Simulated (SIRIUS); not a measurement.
The system is B2Pd3.

```xyz
5
Lattice="4.0820 0.0000 0.0000 0.0000 4.0820 0.0000 0.0000 0.0000 4.0820" Properties=species:S:1:pos:R:3 pbc="T T T"
B     0.0000    0.0000    0.0000
B     2.0410    2.0410    2.0410
Pd    0.0000    2.0410    2.0410
Pd    2.0410    0.0000    2.0410
Pd    2.0410    2.0410    0.0000
```

The cell was built by a generator and needn't be a form met in nature.

Base run:

```yaml
Program: SIRIUS 7.10.0
Functional: PBE
Potentials_or_basis: SG15 1.2 PBE (norm-conserving)
Cutoff: 1127 eV
Density_cutoff: 4507 eV
k_mesh: 5 × 5 × 5
Occupations: fermi-dirac, width 0.05 eV
Spin: no spin polarisation
```

Its results: band gap on the k mesh none (metal or under the smearing width); pressure -0.1 GPa.

The run is repeated on the same cell with these changes: potentials or basis from SG15 1.2 PBE (norm-conserving) to GBRV 1.5 PBE (ultrasoft); cutoff from 1127 eV to 557 eV; density cutoff from 4507 eV to 5442 eV; valence electrons from 60 to 54. What comes out?

Band gap on the k mesh none (metal or under the smearing width); pressure 0.6 GPa.
